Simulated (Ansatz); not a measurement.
This script makes an equation of state with a fit of Pt3PbC, space group Pm-3m with Ansatz's Python interface.

Script `pt3pbc_eos.py`:
```python
"""Bulk modulus of Pt3PbC from an E(V) curve."""

import ansatz as az
import numpy as np
from pymatgen.analysis.eos import EOS

VECTORS = np.array([
    [4.34804, 0.0, 0.0],
    [0.0, 4.34804, 0.0],
    [0.0, 0.0, 4.34804],
])
SITES = [
    ("Pt", [0.0, 0.5, 0.5]),
    ("Pt", [0.5, 0.5, 0.0]),
    ("Pt", [0.5, 0.0, 0.5]),
    ("Pb", [0.0, 0.0, 0.0]),
    ("C", [0.5, 0.5, 0.5]),
]


def make_crystal(cell):
    crystal = az.Crystal(lattice=az.Lattice.of(cell))
    for symbol, position in SITES:
        crystal = crystal.atom(symbol, position)
    return crystal

# uniform scaling of the cell
volumes, energies, pressures = [], [], []
for scale in np.linspace(0.92, 1.08, 7):
    cell = VECTORS * scale ** (1 / 3)
    job = (
        make_crystal(cell).calculation()
        .functional("r2scan")
        .pseudopotentials("nc")
        .accuracy("medium")
        .occupations("gaussian", width=0.15)
        .mixing("anderson", preconditioner="kerker_dos")
        .scf(max_iterations=150)
        .kpoints(5, 5, 5)
        .stress()
    )
    data = job.run().report
    volumes.append(abs(np.linalg.det(cell)) / len(SITES))
    energies.append(data["free_energy_ev"] / len(SITES))
    pressures.append(np.trace(data["stress_gpa"]) / 3)
    print(f"V = {volumes[-1]:8.4f} A^3/atom  F = {energies[-1]:.5f} eV/atom  P = {pressures[-1]:8.3f} GPa")

for form in ["murnaghan", "vinet", "birch_murnaghan"]:
    fit = EOS(eos_name=form).fit(volumes, energies)
    print(f"{form:18s} V0 {fit.v0:8.4f} A^3/atom  B0 {fit.b0_GPa:7.1f} GPa  B1 {fit.b1:5.2f}")
```

Where does the minimum lie against the volume typed, and how stiff is the crystal?

A third-order Birch-Murnaghan fit through the 7 points has its minimum at 16.08 Å³ an atom, 2.2 % below the typed cell, with a bulk modulus of 178 GPa and dB/dP = 5.0. From that minimum the energy rises by 35.5 meV an atom on the compressed side and 79.5 meV on the expanded side.

What the script printed:

Running `python pt3pbc_eos.py` prints:
```text
DeckWarning: basis.ecutwfc = 1200 eV, auto-derived from the records' recommended cutoffs: set by C (normal level)
V =  15.1251 A^3/atom  F = -2713.28526 eV/atom  P =   12.622 GPa
V =  15.5635 A^3/atom  F = -2713.31091 eV/atom  P =    6.290 GPa
V =  16.0019 A^3/atom  F = -2713.32052 eV/atom  P =    0.877 GPa
V =  16.4403 A^3/atom  F = -2713.31643 eV/atom  P =   -3.743 GPa
V =  16.8787 A^3/atom  F = -2713.30068 eV/atom  P =   -7.652 GPa
V =  17.3171 A^3/atom  F = -2713.27510 eV/atom  P =  -10.954 GPa
V =  17.7556 A^3/atom  F = -2713.24117 eV/atom  P =  -13.769 GPa
murnaghan          V0  16.0782 A^3/atom  B0   177.3 GPa  B1  5.09
vinet              V0  16.0794 A^3/atom  B0   177.9 GPa  B1  4.94
birch_murnaghan    V0  16.0791 A^3/atom  B0   177.7 GPa  B1  4.98
```
(Warnings from the package without file and line.)

Notes:
- These settings explore the input space; cutoff and mesh may be short of convergence.
- Such functionals run on norm-conserving files made under PBE, which can move pressures by some GPa.
- For a metal this k-point mesh is coarse: on a finer one energies can move by several to tens of meV an atom and pressures by half a GPa or more, differences at one mesh by less.
- Pressure is positive in compression.
- Spin-orbit coupling, which matters for elements this heavy, is left out.
- The structure comes from a database of computed cells and needn't be a stable or known phase.
- Timing: 3.6 min on 1 thread of Arm Neoverse V1, on a shared host, peak memory 1.3 GiB.

(Lines on the test bed's own set-up are left out of the output.)
